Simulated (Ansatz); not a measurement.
# AlF₂H₂N: ionisation energy by level of theory

How much energy removes an electron from AlF₂H₂N at fixed geometry? The cation is run at each level and the neutral's energy taken from earlier runs.

Program: Ansatz 0.2.0, Gaussian basis. Level of theory: unrestricted cation, the program's frozen cores in correlated methods. These are calculated values, not measurements.

The runs, in order: UKS PBE-D4/def2-TZVPP; UKS r2SCAN-D4/def2-TZVPP; UKS PBE0-D4/def2-TZVPP; UKS B3LYP-D4/def2-TZVPP; UKS wB97X-V/def2-TZVPP; UKS wB97M-V/def2-TZVPP; UKS B2PLYP/def2-TZVPP; UHF-CCSD(T)/def2-TZVPP; UHF-MP2/def2-QZVPP; extrapolation to the limit; then −ε(HOMO) from the neutral's earlier runs with LDA (SPW92), PBE-D4, revPBE-D4, BLYP-D4, r2SCAN-D4, B97M-V, PBE0-D4, B3LYP-D4, r2SCANh-D4, r2SCAN0-D4, HSE06-D4, BHLYP-D4, CAM-B3LYP-D4, LC-ωPBE, ωB97X-V, ωB97M-V.

## (1) The relaxed structure

All runs share one geometry, relaxed beforehand with PBE0-D4 in a triple-zeta def2 set.

SMILES `[NH2][Al]([F])[F]`, 6 atoms, charge 0, spin multiplicity 1.

Atoms are counted from 1 here; the program's logs count them from 0.

Bond lengths: N1–Al2 1.745 Å, N1–H5 1.006 Å, N1–H6 1.006 Å, Al2–F3 1.640 Å, Al2–F4 1.640 Å. Angles: Al2–N1–H5 124.4°, Al2–N1–H6 124.5°, H5–N1–H6 111.1°, N1–Al2–F3 120.7°, N1–Al2–F4 120.7°, F3–Al2–F4 118.6°.

## (2) Cation, UKS PBE-D4/def2-TZVPP

Input file in.yaml:

```yaml
crystal:
  periodic: [false, false, false]
  atoms:
    - {symbol: N, position_ang: [-0.352488, 0.868969, -0.156860]}
    - {symbol: Al, position_ang: [0.299535, -0.727036, 0.113501]}
    - {symbol: F, position_ang: [1.455804, -0.977417, 1.249152]}
    - {symbol: F, position_ang: [-0.230002, -2.007883, -0.763061]}
    - {symbol: H, position_ang: [-0.069648, 1.692031, 0.347645]}
    - {symbol: H, position_ang: [-1.061201, 1.087235, -0.836576]}
basis:
  gaussian: {orbitals: def2-TZVPP}
total_charge: 1
magnetization: {spin_polarized: true, initial_magnetization: 1}
hamiltonian: {xc: pbe, dispersion: d4}
```

Started as:

```sh
ansatz run in.yaml --threads 4 --pin off --events-out ev --progress --plain --max-ram 10444MiB
```

After this run come: Cation, UKS r2SCAN-D4/def2-TZVPP; Cation, UKS PBE0-D4/def2-TZVPP; Cation, UKS B3LYP-D4/def2-TZVPP; Cation, UKS wB97X-V/def2-TZVPP; Cation, UKS wB97M-V/def2-TZVPP; Cation, UKS B2PLYP (frozen core)/def2-TZVPP; Cation, UHF-CCSD(T)/def2-TZVPP; Cation, UHF-MP2/def2-QZVPP.

Before running them: what should the planned runs give, taken together? Wanted: ionisation energy, CCSD(T)/CBS; nearest functional by difference; nearest −ε(HOMO); −ε(HOMO) of PBE; T1 of the cation.

As calculated:

| quantity | value |
| --- | --- |
| ionisation energy, CCSD(T)/CBS | 10.90 eV |
| nearest functional by difference | B3LYP-D4 (-0.09 eV) |
| nearest −ε(HOMO) | LC-ωPBE (+0.08 eV) |
| −ε(HOMO) of PBE | 6.58 eV |
| T1 of the cation | 0.014 |

By cation minus neutral, the functionals miss by 0.30 eV at most. −ε(HOMO) of PBE misses by 4.3 eV, since self-interaction lifts the level. Among orbital estimates LC-ωPBE comes nearest. Hartree-Fock falls 1.60 eV short, as the neutral has more correlation energy than the cation. The cation may have settled in a state other than its lowest; no search over hole states beyond the program's own was made.
